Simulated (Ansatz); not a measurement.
# InH2+ (triplet): B97M-V, PBE0 over a scan of the distance In1–H2, def2-TZVPP

How well do these functionals follow the top wave-function level for InH2+ (triplet) over a scan of the distance In1–H2?

Program: Ansatz 0.2.0, Gaussian basis. Level of theory: def2-TZVPP, all electrons in the functionals. These are calculated values, not measurements.

Plan: B97M-V, PBE0, at 1.553 Å; 1.735 Å; 1.966 Å; 2.173 Å; 2.436 Å; 2.692 Å; 3.096 Å; 3.615 Å; 4.288 Å; 5.216 Å; 6.578 Å.

21 further runs of the same task are left out: 15 that didn't finish, 6 set aside as unsound or not needed.

## (1) The system

The geometry derives from a PBE0/def2-TZVP stationary point (not a proven minimum). One bond is set to the value named and the two fragments are kept rigid. No spin-orbit coupling is included. Elements past krypton take def2 core potentials.

3 atoms, charge 1, spin multiplicity 3.

Atoms are counted from 1 here; the program's logs count them from 0.

Bond lengths: In1–H2 1.966 Å, In1–H3 1.966 Å. Angles: H2–In1–H3 71.1°.

No dispersion term is added; B97M-V holds VV10 nonlocal correlation.

The geometry shown and the zero of energy belong to the point 1.966 Å. The yardstick, FCI, and other wave-function levels (R restricted, U unrestricted, valence and pair active spaces) come from earlier runs.

## (2) B97M-V, 1.553 Å

Contents of in.yaml:

```yaml
crystal:
  periodic: [false, false, false]
  atoms:
    - {symbol: In, position_ang: [0.000000, 0.002073, -0.024702]}
    - {symbol: H, position_ang: [0.000000, 0.905032, 1.238814]}
    - {symbol: H, position_ang: [0.000000, -1.141220, 1.575116]}
basis:
  gaussian: {orbitals: def2-TZVPP}
total_charge: 1
magnetization: {spin_polarized: true, initial_magnetization: 2}
hamiltonian: {xc: {name: B97M-V}}
```

Started as:

```sh
ansatz run in.yaml --threads 1 --pin off --events-out ev --progress --plain --max-ram 2393MiB
```

Further steps of the session: B97M-V, 1.735 Å; B97M-V, 1.966 Å; B97M-V, 2.173 Å; B97M-V, 2.436 Å; B97M-V, 2.692 Å; B97M-V, 3.096 Å; B97M-V, 3.615 Å; B97M-V, 4.288 Å; B97M-V, 5.216 Å; B97M-V, 6.578 Å; PBE0, 1.553 Å; PBE0, 1.735 Å; PBE0, 1.966 Å; PBE0, 2.173 Å; PBE0, 2.436 Å; PBE0, 2.692 Å; PBE0, 3.096 Å; PBE0, 3.615 Å; PBE0, 4.288 Å; PBE0, 5.216 Å; PBE0, 6.578 Å.

Before running them: what should the planned runs give, taken together? Wanted: span of the FCI curve; largest miss, B97M-V; largest miss, PBE0.

As calculated:

| quantity | value |
| --- | --- |
| span of the FCI curve | 13.3 kcal/mol |
| largest miss, B97M-V | -1.2 kcal/mol (3.096 Å) |
| largest miss, PBE0 | -1.9 kcal/mol (1.553 Å) |

Of the functionals, B97M-V keep the smallest largest miss at the points compared (at most 1.2 kcal/mol) and PBE0 strays most (1.9 kcal/mol, at 1.553 Å). Functionals and the yardstick converge differently with the basis, so part of each miss in def2-TZVPP is the basis.
